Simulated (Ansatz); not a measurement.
# C2H5Al2ClSi: molecular dynamics

Purpose: to follow the molecule's vibrations and see whether its bonds hold. The start is relaxed first. Runs: 165 steps of 0.5 fs under a Nosé-Hoover thermostat at 300 K; 241 steps of 1 fs at constant energy (fourth-order Milne integrator), with velocities drawn for 100 K. SMILES of the start: [Cl][Al]1[CH]=[CH][AlH][SiH2]1.

Method: RKS PBE0/STO-3G, in Ansatz 0.2.0.

## Step 1: The structure to begin with

Bond lengths: Cl1–Al2 2.212 Å, Al2–C3 1.960 Å, C3–C4 1.357 Å, C4–Al5 1.953 Å, Al2–Si6 2.358 Å, Al5–Si6 2.339 Å, C3–H7 1.079 Å, C4–H8 1.082 Å, Al5–H9 1.659 Å, Si6–H10 1.461 Å, Si6–H11 1.464 Å. Angles (14 of 18 angles, heavy atoms first): Cl1–Al2–C3 122.7°, Cl1–Al2–Si6 125.1°, C3–Al2–Si6 112.2°, Al2–C3–C4 115.7°, C3–C4–Al5 116.8°, C4–Al5–Si6 112.4°, Al2–Si6–Al5 82.5°, Al2–C3–H7 123.1°, C4–C3–H7 120.5°, C3–C4–H8 120.4°, Al5–C4–H8 122.1°, C4–Al5–H9 123.0°, Si6–Al5–H9 124.6°, Al2–Si6–H10 113.5°.

As a file:

```xyz
11

Cl   -0.1033   -1.4600   -3.4239
Al   -0.0724   -0.6050   -1.3836
C    -0.2205   -1.7077    0.2299
C    -0.0471   -1.0539    1.4067
Al    0.0882    0.8928    1.3218
Si    0.1702    1.6853   -0.8768
H    -0.2747   -2.7851    0.2048
H    -0.1405   -1.5832    2.3452
H     0.1870    1.8505    2.6731
H     1.4796    2.2248   -1.2354
H    -1.0011    2.4844   -1.2410
```

## Step 2: Relaxing the start

Input file input.yaml:

```yaml
crystal:
  periodic: [false, false, false]
  atoms:
    - { symbol: Cl, position_ang: [-0.1033, -1.46, -3.4239] }
    - { symbol: Al, position_ang: [-0.0724, -0.605, -1.3836] }
    - { symbol: C, position_ang: [-0.2205, -1.7077, 0.2299] }
    - { symbol: C, position_ang: [-0.0471, -1.0539, 1.4067] }
    - { symbol: Al, position_ang: [0.0882, 0.8928, 1.3218] }
    - { symbol: Si, position_ang: [0.1702, 1.6853, -0.8768] }
    - { symbol: H, position_ang: [-0.2747, -2.7851, 0.2048] }
    - { symbol: H, position_ang: [-0.1405, -1.5832, 2.3452] }
    - { symbol: H, position_ang: [0.187, 1.8505, 2.6731] }
    - { symbol: H, position_ang: [1.4796, 2.2248, -1.2354] }
    - { symbol: H, position_ang: [-1.0011, 2.4844, -1.241] }
basis:
  gaussian: { orbitals: STO-3G }
hamiltonian:
  xc: pbe0
relax:
  f_tol: 0.02
  max_steps: 40
scf:
  lower_state_search: "off"
output:
  orbitals: {}
```

The run is started by

```console
> ansatz run input.yaml --threads 1 --pin off --max-ram 2048MiB --backend cpu --events-out ev --progress --plain --runs-dir out
```

Standard output, cut to the lines that bear on the results:

```text
Warning: RAYON_NUM_THREADS=1 ignored (pool sized by the plan → 1); use --threads N
[...]
Functional definition: PBE0
[...]
666 factors; integrals over basis functions are off by at most 3.7e-5 eV
[...]
mean field -35323.90217835 eV, -1298.1294616536 hartree, gradient 6.0e-6 eV, S^2 0.000000; 0 other end points of the search recorded, 0 dependent functions left out
[...]
reference -35323.90219870 eV, -1298.1294624013 hartree; 37, 37 occupied and 14, 14 virtual orbitals, 666 factors
relax step   1: F+E_penalty+E_count = -35323.90217835 eV  Δ(F+E_penalty+E_count) = +0.000e0 eV  max|allowed force component| = 2.151e0 eV/Å  Δτ_max = 0.0000 Å  (13 SCF iters, accepted)
[...]
relax step   7: F+E_penalty+E_count = -35324.67198721 eV  Δ(F+E_penalty+E_count) = -2.738e-4 eV  max|allowed force component| = 4.030e-2 eV/Å  Δτ_max = 0.0061 Å  (13 SCF iters, accepted)
[...]
relax step   8: F+E_penalty+E_count = -35324.67204121 eV  Δ(F+E_penalty+E_count) = -5.400e-5 eV  max|allowed force component| = 6.463e-3 eV/Å  Δτ_max = 0.0023 Å  (12 SCF iters, accepted)
Total energy: -35324.67206100 eV, -1298.1577543189 hartree
Atom 0 at    -0.140151    -1.525699    -3.289060 Å, force     0.000196    -0.000301    -0.001967 eV/Å
Atom 1 at    -0.049191    -0.586003    -1.425911 Å, force    -0.000358    -0.003667     0.000448 eV/Å
Atom 2 at    -0.152735    -1.616916     0.166954 Å, force    -0.001819     0.006463     0.000861 eV/Å
Atom 3 at    -0.089971    -0.953759     1.344493 Å, force     0.001735    -0.001663     0.000335 eV/Å
Atom 4 at     0.098629     0.952548     1.389883 Å, force    -0.000412    -0.002834     0.000923 eV/Å
Atom 5 at     0.163476     1.584054    -0.803030 Å, force     0.000821     0.001195    -0.000575 eV/Å
Atom 6 at    -0.260839    -2.712834     0.182048 Å, force     0.000575    -0.000459     0.001516 eV/Å
Atom 7 at    -0.150877    -1.554298     2.267680 Å, force    -0.000282    -0.000871    -0.001861 eV/Å
Atom 8 at     0.174169     1.719009     2.678041 Å, force    -0.000362     0.001200     0.000727 eV/Å
Atom 9 at     1.392297     2.204581    -1.243434 Å, force     0.001061     0.000427    -0.000520 eV/Å
Atom 10 at    -0.919406     2.432217    -1.246864 Å, force    -0.001155     0.000509     0.000113 eV/Å
Dipole moment:     0.037347     0.386763     0.624962 e Å
Checks for a lower state left out: stability, starts, cluster_reference, orbital_swaps, neighbouring_geometries, increment
```

Run time: 54 s. Hardware: 1 thread of AMD EPYC (Zen 3), shared host; peak memory 0.15 GiB.

The steps of the relaxation:

```csv
step,energy from step 1 (eV),largest force component (eV/Å)
1,0.0000,2.1505
2,-0.3634,1.9549
3,-0.6175,1.4534
4x,-0.3890,3.3801
5,-0.7641,0.2835
6,-0.7695,0.0970
7,-0.7698,0.0403
8,-0.7699,0.0065
```

Step 1 is the start. 1 step was tried and not accepted (marked x).

After: Bond lengths: Cl1–Al2 2.089 Å, Al2–C3 1.900 Å, C3–C4 1.353 Å, C4–Al5 1.916 Å, Al2–Si6 2.268 Å, Al5–Si6 2.283 Å, C3–H7 1.101 Å, C4–H8 1.103 Å, Al5–H9 1.501 Å, Si6–H10 1.445 Å, Si6–H11 1.445 Å. Angles (14 of 18 angles, heavy atoms first): Cl1–Al2–C3 120.1°, Cl1–Al2–Si6 132.8°, C3–Al2–Si6 107.1°, Al2–C3–C4 117.5°, C3–C4–Al5 120.9°, C4–Al5–Si6 104.8°, Al2–Si6–Al5 89.8°, Al2–C3–H7 123.8°, C4–C3–H7 118.7°, C3–C4–H8 117.3°, Al5–C4–H8 121.8°, C4–Al5–H9 122.2°, Si6–Al5–H9 133.0°, Al2–Si6–H10 114.0°.

## Step 3: Run 1

165 steps of 0.5 fs under a Nosé-Hoover thermostat at 300 K, from the relaxed start.

Input file input.yaml:

```yaml
crystal:
  periodic: [false, false, false]
  atoms:
    - { symbol: Cl, position_ang: [-0.140151, -1.525699, -3.28906] }
    - { symbol: Al, position_ang: [-0.049191, -0.586003, -1.425911] }
    - { symbol: C, position_ang: [-0.152735, -1.616916, 0.166954] }
    - { symbol: C, position_ang: [-0.089971, -0.953759, 1.344493] }
    - { symbol: Al, position_ang: [0.098629, 0.952548, 1.389883] }
    - { symbol: Si, position_ang: [0.163476, 1.584054, -0.80303] }
    - { symbol: H, position_ang: [-0.260839, -2.712834, 0.182048] }
    - { symbol: H, position_ang: [-0.150877, -1.554298, 2.26768] }
    - { symbol: H, position_ang: [0.174169, 1.719009, 2.678041] }
    - { symbol: H, position_ang: [1.392297, 2.204581, -1.243434] }
    - { symbol: H, position_ang: [-0.919406, 2.432217, -1.246864] }
basis:
  gaussian: { orbitals: STO-3G }
hamiltonian:
  xc: pbe0
md:
  timestep: 0.5
  n_steps: 165
  ensemble: nvt_nose_hoover
  temperature: 300.0
  initial_velocities: maxwell_boltzmann
  seed: 841599
scf:
  lower_state_search: "off"
```

The run is started by

```console
> ansatz run input.yaml --threads 1 --pin off --max-ram 2048MiB --backend cpu --events-out ev --progress --plain --runs-dir out
```

Standard output, cut to the lines that bear on the results:

```text
Warning: RAYON_NUM_THREADS=1 ignored (pool sized by the plan → 1); use --threads N
[...]
[... 1 set-up line as earlier in the session ...]
[...]
667 factors; integrals over basis functions are off by at most 2.2e-5 eV
[...]
mean field -35324.67204713 eV, -1298.1577538094 hartree, gradient 5.0e-6 eV, S^2 0.000000; 0 other end points of the search recorded, 0 dependent functions left out
[...]
reference -35324.67206677 eV, -1298.1577545311 hartree; 37, 37 occupied and 14, 14 virtual orbitals, 667 factors
md step     0: t =     0.00 fs  T =   300.0 K  F+E_penalty+E_count = -35324.67204713 eV  E_kin = 0.349002 eV  conserved = -35324.32304513 eV  (13 SCF iters)
[...]
md step    20: t =    10.00 fs  T =   112.4 K  F+E_penalty+E_count = -35324.45285862 eV  E_kin = 0.130808 eV  conserved = -35324.32248249 eV  (13 SCF iters)
[...]
md step    40: t =    20.00 fs  T =   154.4 K  F+E_penalty+E_count = -35324.49989207 eV  E_kin = 0.179585 eV  conserved = -35324.32271166 eV  (19 SCF iters)
[...]
md step    60: t =    30.00 fs  T =   176.3 K  F+E_penalty+E_count = -35324.52047203 eV  E_kin = 0.205062 eV  conserved = -35324.32246774 eV  (18 SCF iters)
[...]
md step    80: t =    40.00 fs  T =   173.1 K  F+E_penalty+E_count = -35324.50977328 eV  E_kin = 0.201401 eV  conserved = -35324.32223460 eV  (18 SCF iters)
md step    81: t =    40.50 fs  T =   165.1 K  F+E_penalty+E_count = -35324.49960182 eV  E_kin = 0.192016 eV  conserved = -35324.32185622 eV  (18 SCF iters)
```

## Step 4: The log goes on: dynamics from the start

The log, continued, cut to the lines that bear on the results:

```text
md step    82: t =    41.00 fs  T =   159.7 K  F+E_penalty+E_count = -35324.49267348 eV  E_kin = 0.185806 eV  conserved = -35324.32153432 eV  (13 SCF iters)
[...]
md step   103: t =    51.50 fs  T =   104.4 K  F+E_penalty+E_count = -35324.41905768 eV  E_kin = 0.121404 eV  conserved = -35324.32143808 eV  (13 SCF iters)
[...]
md step   124: t =    62.00 fs  T =   173.0 K  F+E_penalty+E_count = -35324.48903519 eV  E_kin = 0.201217 eV  conserved = -35324.32192052 eV  (13 SCF iters)
[...]
md step   145: t =    72.50 fs  T =   201.6 K  F+E_penalty+E_count = -35324.50586283 eV  E_kin = 0.234488 eV  conserved = -35324.32209515 eV  (14 SCF iters)
[...]
md step   164: t =    82.00 fs  T =   137.2 K  F+E_penalty+E_count = -35324.41499827 eV  E_kin = 0.159654 eV  conserved = -35324.32201425 eV  (13 SCF iters)
[...]
Atom 2 at    -0.145731    -1.639002     0.134857 Å, force     0.225885     0.474800     0.591913 eV/Å
Atom 3 at    -0.160272    -0.959629     1.300096 Å, force     0.748441     0.817499     1.177854 eV/Å
Atom 4 at     0.145614     0.980002     1.417899 Å, force    -0.908808    -1.061484    -0.514483 eV/Å
Atom 5 at     0.138729     1.615174    -0.770126 Å, force     0.922723    -0.439761    -0.586543 eV/Å
Atom 6 at    -0.109088    -2.715100     0.230691 Å, force    -0.270999    -0.854393    -0.387622 eV/Å
Atom 7 at    -0.152885    -1.562568     2.247240 Å, force    -0.134180     0.316084    -0.617222 eV/Å
Atom 8 at     0.100805     1.692615     2.717366 Å, force     0.197704     0.216297     0.350232 eV/Å
Atom 9 at     1.356864     2.166847    -1.337208 Å, force     0.131855    -0.220029     0.330671 eV/Å
Atom 10 at    -0.799241     2.553185    -1.289232 Å, force    -0.764867     0.140811     0.056907 eV/Å
Dipole moment:     0.118275     0.462840     0.769681 e Å
Checks for a lower state left out: stability, starts, cluster_reference, orbital_swaps, neighbouring_geometries, increment
```

It took 16 min on 1 thread of AMD EPYC (Zen 3), shared host; peak memory 0.12 GiB.

## Step 5: The trajectory

One step in 7; energies are changes from step 0:

```csv
time (fs),T (K),potential energy change (meV/atom),conserved energy change (meV/atom)
0.0,300,0.0,0.00
3.5,207,9.9,0.09
7.0,116,19.6,0.13
10.5,108,20.5,0.06
14.0,125,18.7,0.04
17.5,104,21.0,0.12
21.0,131,18.2,0.11
24.5,176,13.6,0.03
28.0,153,16.2,0.11
31.5,159,15.8,0.12
35.0,154,16.4,0.09
38.5,174,14.6,0.06
42.0,170,15.2,0.12
45.5,167,15.9,0.11
49.0,153,17.6,0.04
52.5,119,21.5,0.09
56.0,123,21.4,0.13
59.5,164,17.3,0.06
63.0,204,13.4,0.04
66.5,181,16.4,0.14
70.0,201,14.9,0.10
73.5,223,13.0,0.05
77.0,198,16.2,0.12
80.5,156,21.2,0.13
82.5,135,23.7,0.07
```

time (fs), T (K) and a bar:
```
      0.0        300 ##############################
      3.5        207 ################
      7.0        116 ##
     11.0        100 
     14.5        124 ####
     18.0        120 ###
     21.5        121 ###
     25.0        172 ###########
     28.5        163 #########
     32.5        164 ##########
     36.0        139 ######
     39.5        179 ############
     43.0        198 ###############
     46.5        143 ######
     50.0        133 #####
     54.0        135 #####
     57.5        148 #######
     61.0        149 #######
     64.5        199 ###############
     68.0        218 ##################
     71.5        177 ############
     75.5        202 ###############
     79.0        204 ################
     82.5        135 #####
```

## Step 6: Positions and forces

Extended XYZ, with forces in eV/Å:

```xyz
11
time_fs=10.5 T=108 dE=0.2250
Cl   -0.141   -1.527   -3.276   -0.021   -0.132   -0.270
Al   -0.044   -0.628   -1.406    0.238    1.985   -0.656
C    -0.154   -1.631    0.135   -0.229    0.470    0.697
C    -0.068   -0.966    1.309   -0.328   -0.080    0.140
Al    0.109    0.956    1.388   -0.074   -0.118    0.166
Si    0.158    1.636   -0.810    0.496   -2.173    0.628
H    -0.463   -2.662    0.157    0.051   -1.066    0.027
H    -0.296   -1.589    2.193    0.238    0.261    0.193
H     0.025    1.624    2.748    0.097   -0.036   -0.381
H     1.420    2.191   -1.217    0.027    0.299   -0.163
H    -0.934    2.459   -1.172   -0.496    0.589   -0.381
11
time_fs=20.5 T=144 dE=0.1846
Cl   -0.141   -1.531   -3.270    0.017   -0.043   -0.213
Al   -0.032   -0.607   -1.408   -0.052    0.824   -0.049
C    -0.188   -1.676    0.145    0.341    1.617    0.193
C    -0.070   -0.973    1.296   -0.259    0.419    0.326
Al    0.116    0.951    1.382   -0.317   -0.165   -0.172
Si    0.154    1.638   -0.808    0.646   -1.032    0.215
H    -0.399   -2.729    0.153   -0.167   -1.084    0.118
H    -0.235   -1.465    2.270    0.153   -0.453   -0.173
H    -0.040    1.621    2.724    0.168    0.020   -0.171
H     1.339    2.322   -1.267    0.235   -0.244    0.062
H    -0.867    2.535   -1.222   -0.764    0.142   -0.135
11
time_fs=31.0 T=164 dE=0.1675
Cl   -0.142   -1.536   -3.269    0.084    0.186    0.081
Al   -0.023   -0.556   -1.414   -0.513   -1.269    0.268
C    -0.216   -1.682    0.167    0.636    3.268   -0.662
C    -0.090   -0.965    1.315    0.334   -0.875    0.079
Al    0.113    0.938    1.367   -0.381   -0.149   -0.032
Si    0.157    1.616   -0.803    0.070    0.101   -0.154
H    -0.263   -2.743    0.223   -0.192   -1.576   -0.086
H    -0.032   -1.586    2.229   -0.230    0.332    0.128
H     0.045    1.695    2.647    0.119    0.137    0.259
H     1.370    2.266   -1.267   -0.179   -0.053    0.037
H    -0.985    2.404   -1.243    0.252   -0.102    0.082
11
time_fs=41.0 T=160 dE=0.1794
Cl   -0.140   -1.536   -3.266    0.062    0.158    0.194
Al   -0.029   -0.542   -1.416   -0.268   -0.792   -0.556
C    -0.202   -1.596    0.147    0.398    1.162    0.476
C    -0.088   -0.989    1.349    0.266    0.821    0.005
Al    0.096    0.924    1.360    0.084   -0.072    0.359
Si    0.164    1.591   -0.801   -0.639    0.592   -0.480
H    -0.233   -2.657    0.144   -0.204   -1.812   -0.161
H    -0.019   -1.576    2.284   -0.267   -0.132   -0.312
H     0.240    1.759    2.589   -0.028    0.009    0.244
H     1.385    2.218   -1.277   -0.345    0.150    0.029
H    -1.067    2.283   -1.250    0.941   -0.085    0.203
11
time_fs=51.5 T=104 dE=0.2530
Cl   -0.136   -1.533   -3.259   -0.026   -0.200   -0.333
Al   -0.046   -0.555   -1.437    0.210    0.283   -0.302
C    -0.161   -1.543    0.148    0.171    1.094    0.390
C    -0.071   -0.970    1.375   -0.677   -0.815   -0.556
Al    0.084    0.913    1.371    0.794    0.795    0.654
Si    0.166    1.570   -0.805   -0.787    1.319   -0.578
H    -0.323   -2.583    0.033   -0.222   -1.993    0.366
H    -0.217   -1.649    2.243    0.243    0.425   -0.123
H     0.404    1.733    2.599   -0.257   -0.156   -0.075
H     1.290    2.338   -1.291    0.273   -0.244    0.187
H    -0.952    2.407   -1.273    0.278   -0.510    0.371
11
time_fs=62.0 T=173 dE=0.1830
Cl   -0.133   -1.535   -3.262   -0.063   -0.439   -0.898
Al   -0.056   -0.561   -1.468    0.244   -0.021    1.319
C    -0.132   -1.574    0.161   -0.227    0.925   -0.152
C    -0.095   -0.962    1.360   -0.298    0.349    0.512
Al    0.097    0.924    1.399    0.568    0.582    0.072
Si    0.158    1.582   -0.819   -0.185    0.031    0.916
H    -0.343   -2.614    0.236   -0.089   -1.776   -0.515
H    -0.265   -1.581    2.273    0.221    0.231   -0.487
H     0.366    1.667    2.698   -0.208   -0.099   -0.356
H     1.375    2.264   -1.165    0.128    0.073   -0.218
H    -0.951    2.427   -1.169   -0.090    0.143   -0.193
11
time_fs=72.0 T=187 dE=0.1825
Cl   -0.132   -1.548   -3.287   -0.009   -0.047   -0.279
Al   -0.057   -0.567   -1.458   -0.054   -0.424    1.222
C    -0.141   -1.646    0.169    0.160    3.025   -0.551
C    -0.140   -0.935    1.336    0.280   -1.531    0.082
Al    0.128    0.950    1.420   -0.426    0.110   -0.862
Si    0.145    1.603   -0.808    0.715   -1.097    1.169
H    -0.182   -2.713    0.113   -0.180   -1.376    0.423
H    -0.178   -1.525    2.289   -0.056    0.232   -0.543
H     0.193    1.655    2.739    0.104    0.100    0.033
H     1.426    2.147   -1.167    0.037    0.304   -0.283
H    -0.916    2.455   -1.175   -0.569    0.705   -0.410
11
time_fs=82.5 T=135 dE=0.2602
Cl   -0.131   -1.563   -3.320    0.047    0.536    0.886
Al   -0.061   -0.586   -1.410   -0.194    0.074   -1.288
C    -0.146   -1.639    0.135    0.226    0.475    0.592
C    -0.160   -0.960    1.300    0.748    0.818    1.178
Al    0.146    0.980    1.418   -0.909   -1.062   -0.514
Si    0.139    1.615   -0.770    0.923   -0.440   -0.587
H    -0.109   -2.715    0.231   -0.271   -0.854   -0.388
H    -0.153   -1.563    2.247   -0.134    0.316   -0.617
H     0.101    1.693    2.717    0.198    0.216    0.350
H     1.357    2.167   -1.337    0.132   -0.220    0.331
H    -0.799    2.553   -1.289   -0.765    0.141    0.057
```

On run 1: Against a set 300 K the second half averages 171 K with a spread of 33 K; 17 meV/atom has gone into potential energy, and a thermostat that acts over some 100 fs has not made it up in 82 fs. The conserved energy strays from its start by at most 0.17 meV/atom, 1.0 % of the mean kinetic energy, so a step of 0.5 fs is short enough over this time. The bonding pattern survives the run.

## Step 7: Run 2

241 steps of 1 fs at constant energy (fourth-order milne integrator), with velocities drawn for 100 K, from the relaxed start.

Changes to input.yaml since step 3:

```diff
@@ -19,8 +19,8 @@
 md:
-  timestep: 0.5
-  n_steps: 165
-  ensemble: nvt_nose_hoover
-  temperature: 300.0
+  timestep: 1.0
+  n_steps: 241
+  ensemble: nve_milne
+  temperature: 100.0
   initial_velocities: maxwell_boltzmann
-  seed: 841599
+  seed: 128315
 scf:
```

The run is started by

```console
> ansatz run input.yaml --threads 1 --pin off --max-ram 2048MiB --backend cpu --events-out ev --progress --plain --runs-dir out
```

Standard output, cut to the lines that bear on the results:

```text
Warning: RAYON_NUM_THREADS=1 ignored (pool sized by the plan → 1); use --threads N
[...]
[... 1 set-up line as earlier in the session ...]
[...]
667 factors; integrals over basis functions are off by at most 2.2e-5 eV
[...]
mean field -35324.67204713 eV, -1298.1577538094 hartree, gradient 5.0e-6 eV, S^2 0.000000; 0 other end points of the search recorded, 0 dependent functions left out
[...]
reference -35324.67206677 eV, -1298.1577545311 hartree; 37, 37 occupied and 14, 14 virtual orbitals, 667 factors
md step     0: t =     0.00 fs  T =   100.0 K  F+E_penalty+E_count = -35324.67204713 eV  E_kin = 0.116334 eV  conserved = -35324.55571313 eV  (13 SCF iters)
[...]
md step    17: t =    17.00 fs  T =    38.5 K  F+E_penalty+E_count = -35324.60043544 eV  E_kin = 0.044732 eV  conserved = -35324.55570317 eV  (13 SCF iters)
[...]
md step    34: t =    34.00 fs  T =    30.5 K  F+E_penalty+E_count = -35324.59127177 eV  E_kin = 0.035482 eV  conserved = -35324.55578954 eV  (13 SCF iters)
[...]
md step    51: t =    51.00 fs  T =    53.7 K  F+E_penalty+E_count = -35324.61805868 eV  E_kin = 0.062424 eV  conserved = -35324.55563424 eV  (19 SCF iters)
[...]
md step    68: t =    68.00 fs  T =    68.4 K  F+E_penalty+E_count = -35324.63522969 eV  E_kin = 0.079596 eV  conserved = -35324.55563364 eV  (18 SCF iters)
md step    69: t =    69.00 fs  T =    75.9 K  F+E_penalty+E_count = -35324.64397986 eV  E_kin = 0.088259 eV  conserved = -35324.55572049 eV  (18 SCF iters)
```

## Step 8: The output, continued: dynamics from the start

Output, continued, cut to the lines that bear on the results:

```text
md step    70: t =    70.00 fs  T =    68.9 K  F+E_penalty+E_count = -35324.63594018 eV  E_kin = 0.080201 eV  conserved = -35324.55573885 eV  (18 SCF iters)
[...]
md step    93: t =    93.00 fs  T =    58.6 K  F+E_penalty+E_count = -35324.62390491 eV  E_kin = 0.068226 eV  conserved = -35324.55567882 eV  (18 SCF iters)
[...]
md step   116: t =   116.00 fs  T =    54.4 K  F+E_penalty+E_count = -35324.61899462 eV  E_kin = 0.063290 eV  conserved = -35324.55570484 eV  (18 SCF iters)
[...]
md step   139: t =   139.00 fs  T =    54.1 K  F+E_penalty+E_count = -35324.61862178 eV  E_kin = 0.062922 eV  conserved = -35324.55569989 eV  (19 SCF iters)
[...]
md step   162: t =   162.00 fs  T =    59.0 K  F+E_penalty+E_count = -35324.62435792 eV  E_kin = 0.068614 eV  conserved = -35324.55574351 eV  (18 SCF iters)
md step   163: t =   163.00 fs  T =    63.3 K  F+E_penalty+E_count = -35324.62922026 eV  E_kin = 0.073594 eV  conserved = -35324.55562600 eV  (18 SCF iters)
md step   164: t =   164.00 fs  T =    56.0 K  F+E_penalty+E_count = -35324.62086521 eV  E_kin = 0.065169 eV  conserved = -35324.55569611 eV  (18 SCF iters)
```

[end of part 1 of 2]
